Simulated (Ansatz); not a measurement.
**BaTiO3 (P4mm): equation of state**

One table from this session's results is given with a row withheld; the runs are named, their logs left out.

The COD entry's cell or inner coordinates are ideal or old and differ from later refinements, so a difference from it is no clean test against experiment.

Program: Ansatz 0.2.0. Level of theory: DFT PBE, scalar-relativistic, plane waves, PAW. These are calculated values, not measurements.

### The starting structure

It takes space group P4mm (No. 99, tetragonal). The conventional cell has a = 3.985 Å, b = 3.985 Å, c = 4.202 Å, α = 90.00°, β = 90.00°, γ = 90.00°. Around Ba (site symmetry 4mm) lie 12 O at 2.80 to 2.99 Å. Ti (site symmetry 4mm) is surrounded by 5 O at 1.81 to 2.00 Å. O (site symmetry 4mm) has 1 Ti at 1.81 Å as nearest neighbours. O (site symmetry 2mm) has 2 Ti at 2.00 Å and 2 Ba at 2.80 Å as nearest neighbours.

As a file:

```
CELL_PARAMETERS angstrom
3.98521 0.00000 0.00000
0.00000 3.98521 0.00000
0.00000 0.00000 4.20222
ATOMIC_POSITIONS crystal
Ba 0.00000 0.00000 0.98926
Ti 0.50000 0.50000 0.47206
O 0.50000 0.50000 0.04090
O 0.50000 0.00000 0.52039
O 0.00000 0.50000 0.52039
```

An earlier run at PBE left this cell at 13.348 Å³/atom and 0.00 GPa (6×6×6 mesh).

Volume factors to run: 0.980, 1.020, 0.960, 1.040.

Set-up of the first run:

The input, input.yaml:

```yaml
crystal:
  lattice:
    - [3.9584677695, 0.0, 0.0]
    - [0.0, 3.9584677695, 0.0]
    - [0.0, 0.0, 4.1740130449]
  atoms:
    - { symbol: Ba, position: [0.0, 0.0, -0.0107368002] }
    - { symbol: Ti, position: [0.5, 0.5, 0.4720555292] }
    - { symbol: O, position: [0.5, 0.5, 0.0408967271] }
    - { symbol: O, position: [0.5, 0.0, 0.520392272] }
    - { symbol: O, position: [0.0, 0.5, 0.520392272] }
basis:
  ecutwfc: 420
  ecutrho_ratio: 4
kpoints:
  mp_grid: { grid: [6, 6, 6] }
hamiltonian:
  xc: pbe
scf:
  occupations: { method: gaussian, width: 0.05 }
output:
  forces: true
  stress: true
  eigenvalues: true
relax:
  f_tol: 0.01
  max_steps: 40
  cell: { stress_tol: 0.1, fix: [volume] }
```

Run with:

```
$ ansatz run input.yaml --threads 2 --pin off --max-ram 5120MiB --backend cpu --events-out ev --progress --plain --runs-dir out
```

Among the steps run: Volume × 0.980; At 1.020 of the relaxed volume; Scaling the volume by 0.960; Scaling the volume by 1.040.

One table of the session follows, with a row left open; its other results are not shown here.

It belongs to the step «The fit». 

```
volume (Å³/atom)  energy (meV/atom)  pressure (GPa)  gap (eV)
          12.814               6.78            4.40      1.87
          13.081               1.55            2.00      1.86
          13.348               0.00            0.00      1.84
          13.615                  ?               ?         ?
          13.882               4.60           -2.51      1.84
```

Q: Estimate the row for volume (Å³/atom) = 13.615 from the others.

Worked estimate for «energy (meV/atom)». A straight line through the neighbours (13.348, 0.00) and (13.882, 4.60) gives 0.00 + (4.60 − 0.00) × (13.615 − 13.348) / (13.882 − 13.348) = 2.30; a parabola fitted to 3 rows on both sides gives 1.02.

**Answer.** energy (meV/atom): 1.27; pressure (GPa): -1.48; gap (eV): 1.84. In «energy (meV/atom)» the line misses by +1.03 and the parabola by -0.25.
